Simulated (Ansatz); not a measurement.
# SiB5: the cost of one run

Program: Ansatz 0.2.0. Level of theory: DFT PBE, scalar-relativistic, plane waves, PAW. These are calculated values, not measurements.

## (1) Starting point

Symmetry: P-62m, No. 189, hexagonal system. The conventional cell has a = 4.366 Å, b = 4.366 Å, c = 3.955 Å, α = 90.00°, β = 90.00°, γ = 120.00°. Si (site symmetry -62m) has 12 B at 2.40 to 2.52 Å as nearest neighbours. B (site symmetry -6) is surrounded by 9 B at 2.49 to 2.52 Å and 3 Si at 2.52 Å. B (site symmetry m2m) is surrounded by 10 B at 2.36 to 2.61 Å and 2 Si at 2.40 Å.

Coordinates:

```xyz
6
Lattice="4.3660 0.0000 0.0000 -2.1830 3.7811 0.0000 0.0000 0.0000 3.9552" Properties=species:S:1:pos:R:3 pbc="T T T"
Si    0.0000    0.0000    1.9776
B     0.0000    2.5207    1.9776
B    -1.5030    2.6032    0.0000
B     3.0059    0.0000    0.0000
B     0.6800    1.1779    0.0000
B     2.1830    1.2604    1.9776
```

A structure generator made this guess: species swapped into a database cell of La5Mg (P-62m, No. 189), with B on the La sites and Si on the Mg sites. Lengths come from tabulated atomic sizes and are only a guess.

## (2) The guess as it stands, on a coarse mesh

Contents of input.yaml:

```yaml
crystal:
  lattice:
    - [4.36600692, 0.0, 0.0]
    - [-2.18300346, 3.78107291, 0.0]
    - [0.0, 0.0, 3.95519934]
  atoms:
    - { symbol: Si, position: [0.0, 0.0, 0.5] }
    - { symbol: B, position: [0.33333333, 0.66666667, 0.5] }
    - { symbol: B, position: [0.0, 0.68848425, 0.0] }
    - { symbol: B, position: [0.68848425, 0.0, 0.0] }
    - { symbol: B, position: [0.31151575, 0.31151575, 0.0] }
    - { symbol: B, position: [0.66666667, 0.33333333, 0.5] }
basis:
  ecutwfc: 420
kpoints:
  mp_grid: { grid: [6, 6, 4] }
hamiltonian:
  xc: pbe
scf:
  occupations: { method: gaussian, width: 0.1 }
  lower_state_search: "off"
output:
  forces: true
  stress: true
  eigenvalues: true
```

Started as:

```sh
$ ansatz run input.yaml --threads 1 --pin off --max-ram 2560MiB --backend cpu --events-out ev --progress --plain --runs-dir out
```

**Question.** How long does this run take on 1 thread of Arm Neoverse V2, shared host, and how much memory does it need?

About 1.8 s, with a peak of 0.3 GiB.
